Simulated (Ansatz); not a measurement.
# SnO2: the cost of one run

Method: DFT PBE, scalar-relativistic, plane waves, PAW, in Ansatz 0.2.0.

5 further runs of the same task are left out: 1 that didn't finish, 4 set aside as unsound or not needed. Runs told in other sessions of the task aren't counted.

## (1) The starting structure

Symmetry: P4_2/mnm, No. 136, tetragonal system. The conventional cell has a = 4.828 Å, b = 4.828 Å, c = 3.238 Å, α = 90.00°, β = 90.00°, γ = 90.00°. Sn (site symmetry mmm) is surrounded by 6 O at 2.09 Å. O (site symmetry m2m) has 3 Sn at 2.09 Å in its first shell of neighbours.

As a file:

```xyz
12
Lattice="0.0000 -4.8277 0.0000 0.0000 0.0000 -3.2380 9.6554 0.0000 0.0000" Properties=species:S:1:pos:R:3 pbc="T T T"
Sn    0.0000   -4.8277    0.0000
Sn    4.8277   -4.8277    0.0000
Sn    2.4139   -2.4139   -1.6190
Sn    7.2416   -2.4139   -1.6190
O     1.4802   -3.3475    0.0000
O     6.3079   -3.3475    0.0000
O     0.9337   -0.9337   -1.6190
O     5.7614   -0.9337   -1.6190
O     3.3475   -1.4802    0.0000
O     8.1752   -1.4802    0.0000
O     3.8941   -3.8941   -1.6190
O     8.7218   -3.8941   -1.6190
```

It is built from the cell relaxed beforehand with the same method (12.58 Å³/atom).

## (2) The reference: the undisturbed cell on the scan's mesh

Contents of input.yaml:

```yaml
crystal:
  lattice:
    - [0.0, -4.827704997, 0.0]
    - [0.0, 0.0, -3.2379909379]
    - [9.6554099939, 0.0, 0.0]
  atoms:
    - { symbol: Sn, position: [1.0, 0.0, 0.0] }
    - { symbol: Sn, position: [1.0, 0.0, 0.5] }
    - { symbol: Sn, position: [0.5, 0.5, 0.25] }
    - { symbol: Sn, position: [0.5, 0.5, 0.75] }
    - { symbol: O, position: [0.6933949136, 0.0, 0.1533025432] }
    - { symbol: O, position: [0.6933949136, 0.0, 0.6533025432] }
    - { symbol: O, position: [0.1933949136, 0.5, 0.0966974568] }
    - { symbol: O, position: [0.1933949136, 0.5, 0.5966974568] }
    - { symbol: O, position: [0.3066050864, 0.0, 0.3466974568] }
    - { symbol: O, position: [0.3066050864, 0.0, 0.8466974568] }
    - { symbol: O, position: [0.8066050864, 0.5, 0.4033025432] }
    - { symbol: O, position: [0.8066050864, 0.5, 0.9033025432] }
basis:
  ecutwfc: 420
kpoints:
  mp_grid: { grid: [6, 8, 3] }
hamiltonian:
  xc: pbe
scf:
  occupations: { method: gaussian, width: 0.05 }
output:
  forces: true
  stress: true
  eigenvalues: true
  write_density: true
  write_potential: true
  elf: true
  volumetric_format: npy
```

The run is started by

```
$ ansatz run input.yaml --threads 2 --pin off --max-ram 5120MiB --backend cpu --events-out ev --progress --plain --runs-dir out
```

What time and memory should one allow on 2 threads of AMD EPYC 9R45 (Zen 5), shared host?

About 4.8 s, with a peak of 0.67 GiB.
